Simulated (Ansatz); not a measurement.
# Si2Mo: uniaxial strain along c

One table from this session's results is given with a row withheld; the runs are named, their logs left out.

Method: DFT r2SCAN, scalar-relativistic, plane waves, PAW, in Ansatz 0.2.0.

2 further runs of the same task are left out: 2 set aside as unsound or not needed.

## The starting structure

The structure is tetragonal, space group I4/mmm (No. 139). Conventional cell: a = 3.202 Å, b = 3.202 Å, c = 7.819 Å, α = 90.00°, β = 90.00°, γ = 90.00°. Si (site symmetry 4mm) is surrounded by 5 Si at 2.58 to 2.63 Å and 5 Mo at 2.60 to 2.62 Å. Mo (site symmetry 4/mmm) is surrounded by 10 Si at 2.60 to 2.62 Å.

As a file:

```xyz
6
Lattice="3.2017 0.0000 0.0000 0.0000 3.2017 0.0000 0.0000 0.0000 7.8187" Properties=species:S:1:pos:R:3 pbc="T T T"
Si    0.0000    0.0000    2.6215
Si    1.6009    1.6009    1.2878
Si    1.6009    1.6009    6.5308
Si    0.0000    0.0000    5.1972
Mo    0.0000    0.0000    0.0000
Mo    1.6009    1.6009    3.9093
```

The unstrained cell comes from an earlier run at this level (6 atoms, E(σ→0) -12494.2872 eV, gap none (metal)).

The first run:

input.yaml

```yaml
crystal:
  lattice:
    - [3.2137560039, 0.0, 0.0]
    - [0.0, 3.2137560039, 0.0]
    - [0.0, 0.0, 7.7013878648]
  atoms:
    - { symbol: Si, position: [0.0, 0.0, 0.3352877731] }
    - { symbol: Si, position: [0.5, 0.5, 0.1647122269] }
    - { symbol: Si, position: [0.5, 0.5, 0.8352877731] }
    - { symbol: Si, position: [0.0, 0.0, 0.6647122269] }
    - { symbol: Mo, position: [0.0, 0.0, 0.0] }
    - { symbol: Mo, position: [0.5, 0.5, 0.5] }
basis:
  ecutwfc: 500
kpoints:
  mp_grid: { grid: [12, 12, 6] }
hamiltonian:
  xc: r2scan
scf:
  occupations: { method: gaussian, width: 0.1 }
output:
  forces: true
  stress: true
  eigenvalues: true
relax:
  adjacent_minimum: "off"
  f_tol: 0.008
  max_steps: 40
  cell: { stress_tol: 0.015, fix: [c, angles] }
```

Command:

```sh
$ ansatz run input.yaml --threads 1 --pin off --max-ram 2560MiB --backend cpu --events-out ev --progress --plain --runs-dir out
```

Among the steps run: At -1.5 %; The cell strained by +1.5 %; The cell strained by -3.0 %; The cell strained by +3.0 %; Strain -4.5 %; Strain +4.5 %.

One table of the session follows, with a row left open; its other results are not shown here.

Lengths are those of the vectors of the cell that was run; stresses in GPa:

```
strain (%)  ΔE (meV/atom)  a (Å)  b (Å)  c (Å)
      -4.5           48.6  3.229  3.229  7.467
      -3.0           20.6  3.219  3.219  7.584
      -1.5            4.9  3.210  3.210  7.701
      +0.0            0.0  3.202  3.202  7.819
      +1.5            4.6  3.194  3.194  7.936
      +3.0              ?      ?      ?      ?
      +4.5           37.4  3.178  3.178  8.171
```

Q: Estimate the row for strain (%) = +3.0 from the others.

Worked estimate for «ΔE (meV/atom)». A straight line through the neighbours (1.5, 4.6) and (4.5, 37.4) gives 4.6 + (37.4 − 4.6) × (3.0 − 1.5) / (4.5 − 1.5) = 21.0; a parabola fitted to 3 rows on both sides gives 17.1.

The run gave: ΔE (meV/atom): 17.4; a (Å): 3.186; b (Å): 3.186; c (Å): 8.053. In «ΔE (meV/atom)» the line misses by +3.6 and the parabola by -0.3.

ΔE is over the unstrained cell. Stress in GPa, positive in compression, on the Cartesian axes of the input. 
